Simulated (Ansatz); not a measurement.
**BNH₄ + H₂ + NH₃: a complex and its separated parts**

Aim: how far the complex at one end of a reaction step lies below its separated, relaxed parts, level by level.

Method: PBE0-D4/def2-TZVP structures, single points in def2-TZVPP, no counterpoise correction; program: Ansatz 0.2.0, Gaussian basis.

Levels: SPW92, PBE-D4, BLYP-D4, r2SCAN-D4, B97M-V, PBE0-D4, B3LYP-D4, r2SCAN0-D4, BHLYP-D4, CAM-B3LYP-D4, wB97X-V, wB97M-V, B2PLYP, PBE-QIDH, RPA on PBE, Hartree-Fock, MP2, CCSD, CCSD(T).

Cores are frozen in the correlated methods. B3LYP uses VWN-RPA correlation. B2PLYP carries no dispersion term here.

113 further runs of the same task are left out: 113 set aside as unsound or not needed.

## (1) The system as given

The complex: 12 atoms, charge 0, spin multiplicity 1.

Atoms are counted from 1 here; the program's logs count them from 0.

Bond lengths: B1–H3 1.201 Å, B1–H4 1.199 Å, B1–N6 1.382 Å, H2–H7 0.748 Å, H5–N8 1.013 Å, N6–H9 1.018 Å, N6–H10 1.006 Å, N8–H11 1.013 Å, N8–H12 1.013 Å. Angles: H3–B1–H4 121.2°, H3–B1–N6 118.9°, H4–B1–N6 119.9°, B1–N6–H9 123.0°, B1–N6–H10 122.4°, H9–N6–H10 114.5°, H5–N8–H11 107.2°, H5–N8–H12 107.3°, H11–N8–H12 107.4°.

As a file:

```xyz
12

B    -2.03810    0.30905   -0.00322
H     0.88729   -1.79575   -2.04837
H    -1.69571    1.20599   -0.72402
H    -3.18218   -0.04763    0.04544
H     1.63868    1.67256    0.17776
N    -1.08697   -0.31887    0.77763
H     0.43490   -1.51208   -1.52525
N     1.79034    0.69905    0.41358
H    -0.10460   -0.05224    0.77744
H    -1.31451   -1.07427    1.40205
H     2.15686    0.24463   -0.41421
H     2.51400    0.66968    1.12117
```

Its parts: BNH₄ holds atoms 1, 3, 4, 6, 9, 10; H₂ holds atoms 2, 7; NH₃ holds atoms 5, 8, 11, 12. Each part counts its atoms afresh in its own runs.

## (2) Relaxing BNH₄ alone

relax-a/in.yaml

```yaml
crystal:
  periodic: [false, false, false]
  atoms:
    - {symbol: B, position_ang: [-2.038100, 0.309050, -0.003220]}
    - {symbol: H, position_ang: [-1.695713, 1.205990, -0.724020]}
    - {symbol: H, position_ang: [-3.182183, -0.047635, 0.045445]}
    - {symbol: N, position_ang: [-1.086971, -0.318873, 0.777627]}
    - {symbol: H, position_ang: [-0.104597, -0.052239, 0.777441]}
    - {symbol: H, position_ang: [-1.314511, -1.074273, 1.402046]}
basis:
  gaussian: {orbitals: def2-TZVP}
hamiltonian: {xc: pbe0, dispersion: d4}
relax: {f_tol: 0.005, max_steps: 200}
```

Run with:

```bash
> ansatz run in.yaml --threads 4 --pin off --events-out ev --progress --plain --max-ram 9574MiB
```

After this run come: Relaxing H₂ alone; Relaxing NH₃ alone; SPW92/def2-TZVPP; PBE-D4/def2-TZVPP; BLYP-D4/def2-TZVPP; r2SCAN-D4/def2-TZVPP; B97M-V/def2-TZVPP; PBE0-D4/def2-TZVPP; B3LYP-D4/def2-TZVPP; r2SCAN0-D4/def2-TZVPP; BHLYP-D4/def2-TZVPP; CAM-B3LYP-D4/def2-TZVPP; wB97X-V/def2-TZVPP; wB97M-V/def2-TZVPP; B2PLYP/def2-TZVPP; PBE-QIDH/def2-TZVPP; RPA on PBE/def2-TZVPP; CCSD(T)/def2-TZVPP; Vibrations of BNH₄; Vibrations of H₂; Vibrations of NH₃.

Q: Predict the outcome of this session. Wanted: complex less parts, CCSD(T)/def2-TZVPP; with zero-point energy; largest T1 diagnostic.

The runs gave:

| quantity | value |
| --- | --- |
| complex less parts, CCSD(T)/def2-TZVPP | -6.0 kcal/mol |
| with zero-point energy | -3.5 kcal/mol |
| largest T1 diagnostic | 0.012 |

At CCSD(T) the complex lies 6.0 kcal/mol below its parts. Among the functionals r2SCAN0-D4 lands nearest to CCSD(T) (-0.2 kcal/mol) and SPW92 farthest (-4.5 kcal/mol). r2SCAN-D4, BHLYP-D4, wB97X-V, wB97M-V are as near within the digits shown. Mean unsigned error by rung: LDA 4.5, GGA 1.1, meta-GGA 0.3, hybrid 0.4, range-separated hybrid 0.4, double hybrid 0.5 kcal/mol. PBE-D4 gives a relative energy 1.6 kcal/mol too low, outside chemical accuracy (1 kcal/mol). No counterpoise was applied, and triple zeta lacks some correlation, so the CCSD(T) reference has a basis error of its own, and close matches with it are partly luck.
